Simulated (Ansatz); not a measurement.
# Ge2H7 (doublet): the correlation ladder at distance Ge1–H5 along a hydrogen transfer = 1.588 Å, cc-pVDZ

Aim: climb from Hartree-Fock through coupled cluster and multireference methods for Ge2H7 (doublet) at one geometry and basis, and see what each rung misses.

Computed with Ansatz 0.2.0, Gaussian basis. Level: cc-pVDZ, core rule «outside noble gas», up to 28 orbitals frozen.

To be run: UHF; CCSD(T) on ROHF; CCSD(T) on UHF; BCCD(T) on ROHF; CISD; CCSDT(Q) on ROHF; CCSDT(Q) on UHF; CASSCF and MRCISD+Q, 3 electrons in 3 orbitals; CASSCF and NEVPT2, 3 electrons in 3 orbitals; CASSCF and MRCISD+Q, 9 electrons in 9 orbitals; CASSCF and NEVPT2, 9 electrons in 9 orbitals.

## Step 1: The system

The geometry derives from fragments relaxed apart (PBE0/def2-TZVP) and kept rigid, so it is no stationary point. A hydrogen atom is moved between rigid fragments. No spin-orbit coupling is included. The filled d shell of Ge may be among the frozen orbitals whatever the setting's name suggests; the logs give the count.

9 atoms, charge 0, spin multiplicity 2.

Atoms are counted from 1 here; the program's logs count them from 0.

Bond lengths: Ge1–H2 1.534 Å, Ge1–H3 1.534 Å, Ge1–H4 1.534 Å, Ge1–H5 1.588 Å, H5–Ge6 1.851 Å, Ge6–H7 1.539 Å, Ge6–H8 1.539 Å, Ge6–H9 1.539 Å. Angles: H2–Ge1–H3 109.5°, H2–Ge1–H4 109.5°, H2–Ge1–H5 109.5°, H3–Ge1–H4 109.5°, H3–Ge1–H5 109.5°, H4–Ge1–H5 109.5°, Ge1–H5–Ge6 180.0°, H5–Ge6–H7 107.7°, H5–Ge6–H8 107.7°, H5–Ge6–H9 107.7°, H7–Ge6–H8 111.2°, H7–Ge6–H9 111.2°, H8–Ge6–H9 111.2°.

## Step 2: UHF

in.yaml reads:

```yaml
crystal:
  periodic: [false, false, false]
  atoms:
    - {symbol: Ge, position_ang: [-1.717781, 0.000000, 0.000000]}
    - {symbol: H, position_ang: [-2.229231, 1.446599, 0.000000]}
    - {symbol: H, position_ang: [-2.229230, -0.723300, 1.252792]}
    - {symbol: H, position_ang: [-2.229231, -0.723299, -1.252791]}
    - {symbol: H, position_ang: [-0.129781, 0.000000, 0.000000]}
    - {symbol: Ge, position_ang: [1.721219, 0.000000, 0.000000]}
    - {symbol: H, position_ang: [2.189888, -1.465915, 0.000000]}
    - {symbol: H, position_ang: [2.189888, 0.732958, -1.269519]}
    - {symbol: H, position_ang: [2.189888, 0.732957, 1.269519]}
basis:
  gaussian: {orbitals: cc-pVDZ}
magnetization: {spin_polarized: true, initial_magnetization: 1}
hamiltonian: {xc: hf}
output: {orbitals: {seedname: orbitals}}
```

Command:

```bash
ansatz run in.yaml --threads 1 --pin off --events-out ev --progress --plain --max-ram 4096MiB --backend cpu
```

After this run come: CCSD(T) on ROHF; CCSD(T) on UHF; BCCD(T) on ROHF; CISD; CCSDT(Q) on ROHF; CCSDT(Q) on UHF; CASSCF and MRCISD+Q, 3 electrons in 3 orbitals; CASSCF and NEVPT2, 3 electrons in 3 orbitals; CASSCF and MRCISD+Q, 9 electrons in 9 orbitals; CASSCF and NEVPT2, 9 electrons in 9 orbitals.

Before running them: what should the planned runs give, taken together? Wanted: UCCSDT(Q) below the RHF energy; RMP2 from UCCSDT(Q); UMP2 from UCCSDT(Q); RCCSD from UCCSDT(Q); RCCSD(T) from UCCSDT(Q); UCCSD(T) from UCCSDT(Q); RCCSDT(Q) from UCCSDT(Q); NEVPT2 frontier from UCCSDT(Q); MRCISD+Q frontier from UCCSDT(Q).

**Answer**, as computed:

| quantity | value |
| --- | --- |
| UCCSDT(Q) below the RHF energy | -7.6509 eV |
| RMP2 from UCCSDT(Q) | +1671.4 meV |
| UMP2 from UCCSDT(Q) | +1682.2 meV |
| RCCSD from UCCSDT(Q) | +198.4 meV |
| RCCSD(T) from UCCSDT(Q) | +41.9 meV |
| UCCSD(T) from UCCSDT(Q) | +39.2 meV |
| RCCSDT(Q) from UCCSDT(Q) | +3.5 meV |
| NEVPT2 frontier from UCCSDT(Q) | +1535.8 meV |
| MRCISD+Q frontier from UCCSDT(Q) | +56.0 meV |
| levels within 1 kcal/mol (43 meV) | RCCSD(T), UCCSD(T), BCCD(T), RCCSDT, UCCSDT, RCCSDT(Q) |
| T1 diagnostic | 0.015 |

**Reading.** RCCSD(T) lands +41.9 meV from the yardstick (0.5 % of the correlation energy). Of the multireference levels listed MRCISD+Q frontier comes nearest in total energy (+56.0 meV), which doesn't show that its space is the better one. These misses are within one basis, not against nature; the frozen cores of restricted and unrestricted runs differ, which can shift their rows.
